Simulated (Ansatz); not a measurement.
**Ge5CN8: the band gap up the ladder of functionals**

One table from this session's results is given with a row withheld; the runs are named, their logs left out.

Code: Ansatz 0.2.0. PAW datasets, plane waves. These are computed values for a spin-unpolarised cell that may be hypothetical; none is a measurement.

## The system as given

The cell was relaxed beforehand with r2SCAN.

The symmetry is Pm (No. 6, monoclinic); a = 7.652 Å, b = 3.023 Å, c = 7.771 Å, β = 118.7° in the conventional setting, 11.27 Å³ an atom. Near Ge stand 4 N at 1.79–1.85 Å; near Ge stand 4 N at 1.80–1.82 Å; near Ge stand 4 N at 1.83–1.87 Å; near C stand 4 N at 1.41–1.78 Å.

Structure file:

```cif
data_structure
_symmetry_space_group_name_H-M 'P 1'
_symmetry_Int_Tables_number 1
_cell_length_a 7.8672
_cell_length_b 3.0227
_cell_length_c 7.6522
_cell_angle_alpha 90.000
_cell_angle_beta 119.922
_cell_angle_gamma 90.000
_cell_volume 157.71
loop_
_atom_site_label
_atom_site_type_symbol
_atom_site_fract_x
_atom_site_fract_y
_atom_site_fract_z
_atom_site_occupancy
Ge1 Ge 0.58389 0.50000 0.83321 1
Ge2 Ge 0.82783 0.00000 0.24169 1
Ge3 Ge 0.79506 0.00000 0.62037 1
Ge4 Ge 0.22714 0.50000 0.40331 1
C1 C 0.19885 0.50000 0.77048 1
Ge5 Ge 0.39924 0.00000 0.15007 1
N1 N 0.31394 0.50000 0.67688 1
N2 N 0.66293 0.00000 0.34069 1
N3 N 0.72038 0.50000 0.69914 1
N4 N 0.63857 0.00000 0.97722 1
N5 N 0.05997 0.00000 0.69117 1
N6 N 0.96464 0.50000 0.27645 1
N7 N 0.30699 0.00000 0.33197 1
N8 N 0.30057 0.50000 0.98735 1
```

The first run:

input.yaml reads:

```yaml
crystal:
  lattice:
    - [7.8668850604, 0.0, 0.0683710353]
    - [0.0, 3.0227091958, 0.0]
    - [-3.8745874299, 0.0, 6.5987670108]
  atoms:
    - { symbol: Ge, position: [0.5838905574, 0.5, 0.8332086093] }
    - { symbol: Ge, position: [0.8278334386, 0.0, 0.2416922924] }
    - { symbol: Ge, position: [0.7950577153, 0.0, 0.6203736094] }
    - { symbol: Ge, position: [0.2271399231, 0.5, 0.4033122828] }
    - { symbol: C, position: [0.1988532222, 0.5, 0.770476673] }
    - { symbol: Ge, position: [0.3992390401, 0.0, 0.15006992] }
    - { symbol: "N", position: [0.3139377238, 0.5, 0.6768797068] }
    - { symbol: "N", position: [0.6629280971, 0.0, 0.3406864632] }
    - { symbol: "N", position: [0.7203799426, 0.5, 0.6991405098] }
    - { symbol: "N", position: [0.6385744454, 0.0, 0.9772157924] }
    - { symbol: "N", position: [0.0599665147, 0.0, 0.6911711837] }
    - { symbol: "N", position: [0.9646389821, 0.5, 0.2764530931] }
    - { symbol: "N", position: [0.3069871123, 0.0, 0.3319673107] }
    - { symbol: "N", position: [0.3005732854, 0.5, -0.0126474467] }
kpoints:
  mp_grid: { grid: [4, 8, 4] }
  band_path:
    path:
      - [0.0, 0.0, 0.0]
      - [8.126389561151e-18, 0.5, 3.766682847736e-34]
      - [0.5, 0.5, -3.351062656926e-18]
      - [0.5, -1.384150662143e-34, -3.351062656926e-18]
      - [0.0, 0.0, 0.0]
      - [6.692006810998e-17, 3.80039303703e-19, 0.5]
      - [7.023314590317e-17, 0.5, 0.5]
      - [8.126389561151e-18, 0.5, 3.766682847736e-34]
      - [-0.5, 0.5, 0.5]
      - [-0.5, 3.80039303703e-19, 0.5]
      - [0.0, 0.0, 0.0]
    npoints: 10
hamiltonian:
  xc: pbe
scf:
  occupations: { method: fermi_dirac, width: 0.02 }
  n_extra_bands: 7
output:
  forces: true
  stress: true
  eigenvalues: true
```

Among the steps run: Band structure with PBE; r2SCAN at the same geometry; HSE06 at the same geometry; Single point with PBE+SOC; PBE0.

One table of the session follows, with a row left open; its other results are not shown here.

```
  level  gap (eV)
    PBE      1.21
 r2SCAN      1.50
  HSE06         ?
PBE+SOC      1.21
   PBE0      3.26
```

Estimate the missing values for HSE06.

As computed: gap (eV): 2.53. In the column «gap (eV)» it lies between r2SCAN (1.50) and PBE0 (3.26).

Meshes: PBE 4×8×4, r2SCAN 4×8×4, HSE06 2×6×2, PBE+SOC 4×8×4, PBE0 2×6×2

Against HSE06, PBE is short by 1.32 eV, at 48 % of it, and r2SCAN 59 %. PBE0 lies 0.74 eV above HSE06, which differs from it by screening the long-range exchange.

To keep in mind: Warnings in the runs' records: stress scf threshold loose, stress exchange threshold loose.
